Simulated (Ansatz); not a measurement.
# Hf: the cost of one run

Program: Ansatz 0.2.0. Level of theory: DFT r2SCAN, scalar-relativistic, plane waves, PAW. These are calculated values, not measurements.

### 1 Starting point

The structure is cubic, space group Im-3m (No. 229). The conventional cell has a = 3.610 Å, b = 3.610 Å, c = 3.610 Å, α = 90.00°, β = 90.00°, γ = 90.00°. Around Hf (site symmetry m-3m) lie 8 Hf at 3.13 Å.

Coordinates:

```xyz
1
Lattice="-1.8050 1.8050 1.8050 1.8050 -1.8050 1.8050 1.8050 1.8050 -1.8050" Properties=species:S:1:pos:R:3 pbc="T T T"
Hf    0.0000    0.0000    0.0000
```

The cell is taken as given, not relaxed at this level.

### 2 The reference cell

The reference gives a free energy of -15732.8401 eV, pressure -5.41 GPa, largest force 0.000 eV/Å and gap on the mesh none (metal). It was computed beforehand with the settings of the runs below.

### 3 Next: a tetragonal deformation path

At fixed volume and fractional coordinates, lengths along (0.000, 0.000, 1.000) are scaled against those across it; ρ is that ratio over its starting value.

### 4 ρ = 0.707

File input.yaml:

```yaml
crystal:
  lattice:
    - [-2.0261459927, 2.0261459927, 1.4324852168]
    - [2.0261459927, -2.0261459927, 1.4324852168]
    - [2.0261459927, 2.0261459927, -1.4324852168]
  atoms:
    - { symbol: Hf, position: [0.0, 0.0, 0.0] }
basis:
  ecutwfc: 500
kpoints:
  mp_grid: { grid: [20, 20, 20] }
hamiltonian:
  xc: r2scan
scf:
  occupations: { method: gaussian, width: 0.15 }
output:
  forces: true
  stress: true
  eigenvalues: true
```

Command:

```
$ ansatz run input.yaml --threads 1 --pin off --max-ram 2560MiB --backend cpu --events-out ev --progress --plain --runs-dir out
```

What time and memory should one allow on 1 thread of Arm Neoverse V2, shared host?

About 30 s, with a peak of 0.59 GiB.
